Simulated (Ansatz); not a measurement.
Write a Python script for the Python package of Ansatz (0.2.0) that makes a comparison of magnetic orders of Ni, space group Im-3m. Level of theory (first run): PBEsol, PAW, cutoff 463 eV, 17×17×17 k-points, Fermi-Dirac smearing of 0.1 eV, collinear spin.

```
CELL_PARAMETERS angstrom
-1.38372 1.38372 1.38372
1.38372 -1.38372 1.38372
1.38372 1.38372 -1.38372
ATOMIC_POSITIONS crystal
Ni 0.00000 0.00000 0.00000
```

`ni_orders.py`:
```python
import ansatz as az
import numpy as np


def count_gap(report):
    # lowest empty less highest filled band, counting bands; zero where they overlap
    return max(report.get("gap_by_band_count_ev") or 0.0, 0.0)

CELL = [
    (-2.767431, 2.767431, 2.767431),
    (1.383715, -1.383715, 1.383715),
    (1.383715, 1.383715, -1.383715),
]
ATOMS = [
    ("Ni", (0.0, 0.0, 0.0)),
    ("Ni", (0.5, 0.0, 0.0)),
]


def ordered(moments):
    crystal = az.Crystal(lattice=az.Lattice.of(CELL))
    for (symbol, position), moment in zip(ATOMS, moments):
        crystal = crystal.atom(symbol, position, moment=moment or None)
    return crystal

orders = {
    "FM": [1.5, 1.5],
    "AFM": [1.5, -1.5],
}

rows = []
for label, moments in orders.items():
    job = ordered(moments).calculation()
    job = job.functional("PBEsol")
    job = job.basis(34 * az.Ry)
    job = job.kpoints(17, 17, 17).occupations("fermi_dirac")
    job = job.spin("collinear")
    job = job.band_table()
    data = job.run(threads=1, pin="off").report
    rows.append((label, data["free_energy_ev"], data["magnetization_mub"], data["absolute_magnetization_mub"], max(abs(m) for m in data["site_moments_mub"]), count_gap(data)))
    print(label, "site moments:", [round(m, 2) for m in data["site_moments_mub"]])

plain = (
    ordered([0] * len(ATOMS)).calculation()
    .functional("PBEsol")
    .basis(34 * az.Ry)
    .kpoints(17, 17, 17)
    .occupations("fermi_dirac")
    .band_table()
)
data = plain.run(threads=1, pin="off").report
rows.append(("NM", data["free_energy_ev"], 0.0, 0.0, 0.0, count_gap(data)))

lowest = min(row[1] for row in rows)
rows = [(row[0], 1000 * (row[1] - lowest) / 2, *row[2:]) for row in sorted(rows, key=lambda row: row[1])]
print("         order  meV/magnetic atom         net muB    absolute muB  largest site muB  gap by band count eV")
for row in rows:
    print(f"{str(row[0]):>14s}  {row[1]:17.2f}  {row[2]:14.3f}  {row[3]:14.3f}  {row[4]:16.3f}  {row[5]:20.3f}")
print("lowest of these starts:", rows[0][0])
```

```console
$ python ni_orders.py
FM site moments: [0.52, 0.52]
RunWarning: iteration 1: there is no memory in which an SCF minimises its free energy, or in which one mixes in the place of another whose close was not accepted (`scf.algorithm`, `scf.convergence.dm_fallback`, `scf.lower_state_search`): it takes a memory limit of about 3.87 GiB, over the 2.69 GiB that it is held to. This SCF is mixed; the run can end on another state than with more memory, one of a higher free energy, or on none. The budget is ten elevenths of this run's memory maximum, which [...]
RunWarning: the run takes no state from an SCF along what the orbitals of the run's state read of its open shells (or to have them read: on a GPU, or by another smearing), with the run's symmetry operations kept and the antiferromagnet's anti-translation given up: the memory left no room for the minimisation of its SCF, so that no field was tried
RunWarning: the starting moments were not kept: the SCF closed with an absolute magnetisation of 9.8e-7 μB, where they sum to 3 μB in size (2 sites). That is at most 0.1 of that sum. Measured as dr2_m measures the in/out step, that magnetisation stands 1.3e-12 eV from none, at or under the dr2_threshold of 1.0e-7 eV: it is no larger than a step whose dr2_m would equal this threshold. The system may hold no moment; this SCF shows only that its start led to no more than that. To try another [...]
AFM site moments: [0.0, -0.0]
         order  meV/magnetic atom         net muB    absolute muB  largest site muB  gap by band count eV
            FM               0.00           1.002           1.105             0.525                 0.000
           AFM               6.20           0.000           0.000             0.000                 0.000
            NM               6.20           0.000           0.000             0.000                 0.000
lowest of these starts: FM
```
(Warnings from the package without file and line, shortened.)

In order of energy: ferromagnetic (+0.0 meV an atom, largest site moment 0.52 μB), non-magnetic (+6.2 meV an atom, largest site moment 0.00 μB) and non-magnetic (+6.2 meV an atom, largest site moment 0.00 μB). These are the states reached from the starts typed.

What to keep in mind:
- The SCF didn't keep the moments it started from (some shrank, vanished or turned); what is printed is the state reached.
- A gap by band count of zero or less means overlapping bands, a metal.
- This isn't the structure that Ni takes at ambient conditions.
- Levels are Kohn-Sham eigenvalues on this mesh.
- Each row is the state reached from that start at the given structure, not necessarily the lowest of its order; other orders weren't tried.
- Timing: 89 s on 1 thread of Intel(R) Xeon(R) 6975P-C (Granite Rapids) (shared host), peak memory 1.1 GiB.
